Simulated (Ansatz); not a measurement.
# CdTe (zinc blende): the cost of one run

Method: DFT r2SCAN, scalar-relativistic, plane waves, PAW, in Ansatz 0.2.0.

### 1 Starting point

It takes space group F-43m (No. 216, cubic). The conventional cell has a = 6.648 Å, b = 6.648 Å, c = 6.648 Å, α = 90.00°, β = 90.00°, γ = 90.00°. Cd (site symmetry -43m) is surrounded by 4 Te at 2.88 Å. Te (site symmetry -43m) is surrounded by 4 Cd at 2.88 Å.

Structure file:

```
CELL_PARAMETERS angstrom
0.00000 3.32419 3.32419
3.32419 0.00000 3.32419
3.32419 3.32419 0.00000
ATOMIC_POSITIONS crystal
Cd 0.00000 0.00000 0.00000
Te 0.25000 0.25000 0.25000
```

### 2 Volume × 1.08

Input file input.yaml:

```yaml
crystal:
  lattice:
    - [0.0, 3.3241932403, 3.3241932403]
    - [3.3241932403, 0.0, 3.3241932403]
    - [3.3241932403, 3.3241932403, 0.0]
  atoms:
    - { symbol: Cd, position: [0.0, 0.0, 0.0] }
    - { symbol: Te, position: [0.25, 0.25, 0.25] }
scf:
  occupations: { method: gaussian, width: 0.02 }
output:
  forces: true
  stress: true
  eigenvalues: true
  write_density: true
  write_potential: true
  elf: true
  volumetric_format: npy
hamiltonian:
  xc: r2scan
basis:
  ecutwfc: 450
kpoints:
  mp_grid: { grid: [10, 10, 10] }
```

On the command line:

```console
ansatz run input.yaml --threads 1 --pin off --max-ram 2867MiB --backend cpu --events-out ev --progress --plain --runs-dir out
```

Q: Estimate wall time and peak memory on 1 thread of Intel Xeon at 2.30GHz, shared host.

About 12 s, with a peak of 0.64 GiB.
